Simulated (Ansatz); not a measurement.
# C₂H₈O₂Si₂: geometry optimisation

The task is to find a stationary geometry of C₂H₈O₂Si₂.

Program: Ansatz 0.2.0, Gaussian basis. Level of theory: RKS PBE0-D4/def2-TZVP. These are calculated values, not measurements.

The runs, in order: relaxation at PBE0-D4/def2-TZVP.

1 further run of the same task is left out (set aside as unsound or not needed).

## (1) The starting structure

SMILES `C=C[SiH](O)[SiH2]O`, 14 atoms, charge 0, spin multiplicity 1.

Atoms are counted from 1 here; the program's logs count them from 0.

Bond lengths: C1–C2 1.323 Å, C1–H7 1.079 Å, C1–H8 1.080 Å, C2–Si3 1.885 Å, C2–H9 1.083 Å, Si3–O4 1.640 Å, Si3–Si5 2.294 Å, Si3–H10 1.479 Å, O4–H11 0.952 Å, Si5–O6 1.631 Å, Si5–H12 1.478 Å, Si5–H13 1.473 Å, O6–H14 0.953 Å. Angles: C2–C1–H7 121.5°, C2–C1–H8 122.9°, H7–C1–H8 115.6°, C1–C2–Si3 124.1°, C1–C2–H9 118.7°, Si3–C2–H9 117.2°, C2–Si3–O4 101.5°, C2–Si3–Si5 113.2°, C2–Si3–H10 108.2°, O4–Si3–Si5 110.7°, O4–Si3–H10 107.6°, Si5–Si3–H10 114.8°, Si3–O4–H11 122.2°, Si3–Si5–O6 102.1°, Si3–Si5–H12 116.3°, Si3–Si5–H13 117.3°, O6–Si5–H12 108.5°, O6–Si5–H13 108.7° and more.

Coordinates:

```mol
C2H8O2Si2
  3D, bonds by distance, orders not assigned

 14 13  0  0  0  0  0  0  0  0999 V2000
   -2.2745   -0.0020    0.2471 C   0  0
   -1.4472    1.0306    0.2269 C   0  0
    0.4284    0.8853    0.3534 Si  0  0
    0.9160    2.1971   -0.5015 O   0  0
    1.2500   -1.0422   -0.5808 Si  0  0
    1.0452   -2.1202    0.6258 O   0  0
   -1.9103   -1.0138    0.3400 H   0  0
   -3.3471    0.1039    0.1764 H   0  0
   -1.8615    2.0269    0.1286 H   0  0
    0.8146    1.1033    1.7638 H   0  0
    1.8325    2.4434   -0.5738 H   0  0
    2.6778   -1.0286   -0.9614 H   0  0
    0.5743   -1.5493   -1.7873 H   0  0
    1.3016   -3.0344    0.5427 H   0  0
  1  2  8  0
  2  3  8  0
  3  4  8  0
  3  5  8  0
  5  6  8  0
  1  7  8  0
  1  8  8  0
  2  9  8  0
  3 10  8  0
  4 11  8  0
  5 12  8  0
  5 13  8  0
  6 14  8  0
M  END
```

The start is a GFN2-xTB geometry.

## (2) Optimising with PBE0-D4/def2-TZVP

in.yaml reads:

```yaml
crystal:
  periodic: [false, false, false]
  atoms:
    - {symbol: C, position_ang: [-2.274480, -0.002040, 0.247100]}
    - {symbol: C, position_ang: [-1.447180, 1.030600, 0.226930]}
    - {symbol: Si, position_ang: [0.428430, 0.885310, 0.353370]}
    - {symbol: O, position_ang: [0.916030, 2.197100, -0.501490]}
    - {symbol: Si, position_ang: [1.249980, -1.042160, -0.580770]}
    - {symbol: O, position_ang: [1.045200, -2.120240, 0.625770]}
    - {symbol: H, position_ang: [-1.910300, -1.013830, 0.340040]}
    - {symbol: H, position_ang: [-3.347100, 0.103930, 0.176400]}
    - {symbol: H, position_ang: [-1.861480, 2.026850, 0.128600]}
    - {symbol: H, position_ang: [0.814640, 1.103270, 1.763840]}
    - {symbol: H, position_ang: [1.832500, 2.443440, -0.573760]}
    - {symbol: H, position_ang: [2.677810, -1.028560, -0.961420]}
    - {symbol: H, position_ang: [0.574330, -1.549260, -1.787340]}
    - {symbol: H, position_ang: [1.301610, -3.034410, 0.542720]}
basis:
  gaussian: {orbitals: def2-TZVP}
hamiltonian: {xc: pbe0, dispersion: d4}
relax: {f_tol: 0.005, max_steps: 150}
```

Run with:

```console
$ ansatz run in.yaml --threads 2 --pin off --events-out ev --progress --plain --max-ram 22528MiB --backend cuda --devices 0, --max-vram 18GiB
```

Q: Predict the results of all the runs planned. Wanted: point group; shift from the start; total energy; dispersion term; dipole moment.

**Answer**, as computed:

```
                  quantity           value
               point group              C1
                     steps              22
shift from the start (rms)         0.288 Å
              total energy  -22045.0908 eV
           dispersion term        -294 meV
             dipole moment          1.17 D
```

What this shows: The atoms moved 0.29 Å (rms) from the start; the bond that changed most is Si3–Si5, from 2.294 to 2.352 Å. No vibrations were run, so it is not proven to be a minimum. The largest Mulliken charge, -0.53 e, sits on O6.
